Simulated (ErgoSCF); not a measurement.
# GeH3 (SMILES [GeH3]): UB3LYP/pc-1

Aim: the energy change on altering one bond length of GeH3 at UB3LYP/pc-1, from 2 runs. 

The calculation is run with ErgoSCF 3.8.

5 further runs of the same task are left out: 5 set aside as unsound or not needed.

### 1 Starting point

GeH3 has 4 atoms, charge 0, and is taken as a doublet. As SMILES, `[GeH3]`. The shape is that of a PBE0-D4/def2-TZVP optimisation.

Bond lengths: Ge1–H2 1.539 Å, Ge1–H3 1.539 Å, Ge1–H4 1.539 Å. Angles: H2–Ge1–H3 111.1°, H2–Ge1–H4 111.1°, H3–Ge1–H4 111.1°.

### 2 The energy at UB3LYP/pc-1

run.inp reads:

```
# GeH3, B3LYP-G
set_nthreads("env")
molecule_inline Angstrom
Ge     0.214600    -0.125900    -0.249400
H      1.055000     0.109600     1.018300
H     -0.882800    -1.175900    -0.000100
H     -0.386800     1.192200    -0.768800
EOF
XC.type = "LMG"
scf.output_mulliken_pop = 1
scf.max_number_of_iterations = 150
basis = "pc-1"
scf.convergence_threshold = 1e-06
tmpdir = "."
spin_polarization = 1
run "B3LYP-G"
```

The basis set pc-1 is read from a file made from the Basis Set Exchange's data (not shown).

Command:

```
$ ergo run.inp
```

Log:

```text
[...]
INDF Weighted mixed functional:
[...]
INSC Energy   1 =      -1150.48504433920
[...]
INDE PURIFICATION CONVERGED after 23 iterations
[...]
INDE PURIFICATION CONVERGED after 48 iterations
[...]
INDE PURIFICATION CONVERGED after 33 iterations
[...]
INDE E(LUMO) - E(HOMO) <=          0.23502503463 =          6.39535702536 eV
[...]
INSC Energy  12 =      -2078.72572386043  ( diff     -0.000000000041382 )
[...]
RESC CONVERGED after  12 iterations.
RESC FINAL ENERGY:      -2078.72572386043
RESC FINAL <S2> =          0.75096259120
[...]
INSC SCF: dipole_moment_x [atomic units] =       0.02467848
INSC SCF: dipole_moment_y [atomic units] =      -0.01446510
INSC SCF: dipole_moment_z [atomic units] =      -0.02866224
[...]
```

It took 20 s on 1 thread of Arm Neoverse V2, shared host.

### 3 The distorted shape at the same level

input.ego reads:

```
set_nthreads(1)
molecule_inline Angstrom
Ge     0.695724    -1.180389     0.166123
H      1.536124    -0.944889     1.433823
H     -0.401676    -2.230389     0.415423
H     -0.386800     1.192200    -0.768800
EOF
XC.type = "LMG"
scf.convergence_threshold = 1e-06
scf.output_mulliken_pop = 1
tmpdir = "."
scf.max_number_of_iterations = 150
spin_polarization = 1
basis = "pc-1"
run "B3LYP-G"
```

The basis set pc-1 is read from a file made from the Basis Set Exchange's data (not shown).

Command:

```
$ ergo < input.ego
```

Log:

```text
[...]
INDF Weighted mixed functional:
[...]
INSC Energy   1 =      -1145.56481680351
[...]
INDE PURIFICATION CONVERGED after 24 iterations
[...]
INDE PURIFICATION CONVERGED after 50 iterations
[...]
INDE PURIFICATION CONVERGED after 37 iterations
[...]
INDE E(LUMO) - E(HOMO) <=          0.13786886692 =          3.75160300711 eV
[...]
INSC Energy  23 =      -2078.63112226702  ( diff      0.000000000518867 )
[...]
RESC CONVERGED after  23 iterations.
RESC FINAL ENERGY:      -2078.63112226702
RESC FINAL <S2> =          0.89967313060
[...]
INSC SCF: dipole_moment_x [atomic units] =       0.17765896
INSC SCF: dipole_moment_y [atomic units] =      -0.45850324
INSC SCF: dipole_moment_z [atomic units] =       0.24076094
[...]
```

Wall time 36 s (1 thread of Arm Neoverse V2, shared host).

### 4 Summary of results

Level: UB3LYP/pc-1.

| quantity | value |
| --- | --- |
| first shape: total energy | -2078.72572 Eh |
| first shape: dipole moment | 0.10 D |
| first shape: ⟨S²⟩ | 0.751 |
| distorted shape: total energy | -2078.63112 Eh |
| distorted shape: dipole moment | 1.39 D |
| distorted shape: ⟨S²⟩ | 0.900 |
| energy change with the Ge1–H4 bond stretched from 1.539 to 2.770 Å | 2.574 eV |

**Reading.** With the Ge1–H4 bond stretched from 1.539 to 2.770 Å the energy rises by 2.57 eV (59 kcal/mol). The first shape isn't relaxed at this level, so the change isn't measured from a minimum. ⟨S²⟩ (distorted shape) is 0.90 where a pure doublet has 0.75: the reference is spin-contaminated.
